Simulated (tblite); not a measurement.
# C7H13F: the cost of one run

Programs: tblite 0.8.0 and PySCF 2.14.0, with density-fitted response routines of our own. Each step states its level of theory. These are calculated values for one molecule, in the gas phase or a continuum, unless marked as measured. Atoms are numbered from 0 throughout.

### 1 The molecule as given

21 atoms, charge 0, multiplicity 1; geometry from: force field or distance geometry start.

Bonds of the start (Å): C0–C1 1.54, C1–C2 1.53, C2–C3 1.53, C3–C4 1.49, C3–C5 1.36, C5–C6 1.49, C6–F7 1.35, C0–H8 1.10, C0–H9 1.09, C0–H10 1.09, C1–H11 1.08, C1–H12 1.09, C2–H13 1.09, C2–H14 1.10, C4–H15 1.10, C4–H16 1.10, C4–H17 1.10, C5–H18 1.08, C6–H19 1.10, C6–H20 1.09.

### 2 Relaxing the molecule with GFN2-xTB

What the job is given:

```
{"job": {"kind": "relax", "xc": "GFN2-xTB", "basis": "xTB"}, "charge": 0, "multiplicity": 1}
C      2.622600    -1.146500     0.112900
C      1.376600    -0.490300    -0.506900
C      0.527400     0.175300     0.574600
C     -0.723900     0.822400    -0.024200
C     -0.528700     2.189300    -0.591100
C     -1.947200     0.237900    -0.017700
C     -2.313200    -1.117300     0.482600
F     -3.145500    -1.715500    -0.400200
H      2.338100    -1.915200     0.842300
H      3.233300    -0.401800     0.625600
H      3.214900    -1.620500    -0.667400
H      1.697500     0.235300    -1.245000
H      0.793600    -1.258800    -1.013800
H      0.254200    -0.552400     1.340700
H      1.099400     0.955800     1.095900
H     -0.151500     2.877900     0.178600
H      0.190700     2.162900    -1.421400
H     -1.461800     2.607100    -0.987300
H     -2.782000     0.783300    -0.442100
H     -2.844800    -1.036200     1.442000
H     -1.458500    -1.775700     0.621400
```

On the command line:

```sh
$ OMP_NUM_THREADS=1 python probes_run.py task.json out
```

The driver reads the jobs from task.json and runs them one after another.

**Question.** How long does this first job take on 1 thread of Arm Neoverse N1, shared host, and how much memory does it need?

About 1.5 s, with a peak of 0.18 GiB.
